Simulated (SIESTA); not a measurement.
Crystal: CsLiCr2Te2S3.

```xyz
9
Lattice="3.3193 1.9164 6.8798 -3.3193 1.9164 6.8798 0.0000 -3.8328 6.8798" Properties=species:S:1:pos:R:3 pbc="T T T"
Cs    0.0000    0.0000    0.0000
Li    0.0000    0.0000   10.3197
Cr    0.0000    0.0000   16.4802
Cr    0.0000    0.0000    4.1593
Te    0.0000    0.0000   14.0328
Te    0.0000    0.0000    6.6067
S    -2.4147    0.0000   10.3197
S     1.2074   -2.0912   10.3197
S     1.2074    2.0912   10.3197
```

The cell was built by a generator and needn't be a form met in nature.

Base run:

* Program: SIESTA 5.4.2
* Functional: BLYP
* Potentials or basis: PseudoDojo 0.4 standard (PBE files)
* Basis: DZP (energy shift 0.003 Ry; two zetas on semicore shells; d shell added on Cs)
* Grid cutoff: 800 Ry
* Energy shift: 0.003 Ry
* k mesh: 5 × 5 × 5
* Occupations: fermi-dirac, width 0.05 eV
* Spin: collinear spin, ferromagnetic start
* Starting moments: [0.0, 0.0, 3.0, 3.0, 0.0, 0.0, 0.0, 0.0, 0.0] μB

Its results: band gap on the k mesh none (metal or under the smearing width); pressure 2.5 GPa; net moment 4.00 μB per cell; site moments Cs -0.05; Li -0.03; Cr +2.56; Te -0.41; S -0.07 μB; largest force 0.378 eV/Å.

Q: After a change of settings the same cell gave: band gap on the k mesh none (metal or under the smearing width); pressure 0.4 GPa; net moment 4.00 μB per cell; site moments Cs -0.07; Li -0.04; Cr +2.70; Te -0.49; S -0.11 μB; largest force 0.359 eV/Å. Which change was it?
A. functional from BLYP to RPBE
B. functional from BLYP to PBEsol; potentials or basis from PseudoDojo 0.4 standard (PBE files) to PseudoDojo 0.4 standard (PBEsol files)
C. functional from BLYP to PBE
D. functional from BLYP to AM05; potentials or basis from PseudoDojo 0.4 standard (PBE files) to PseudoDojo 0.4 standard (PBEsol files)

A: C.

PBE binds more tightly than BLYP, so the same cell stands under less pressure.

Caveats: spin-orbit coupling is left out, which moves the levels of the heavy elements; the basis of atomic orbitals isn't converged, which shifts pressures, moduli and gaps; only a ferromagnetic start was run, and an antiferromagnetic order may lie lower in energy; the potentials were made for another functional, which shifts forces and pressure (some runs).
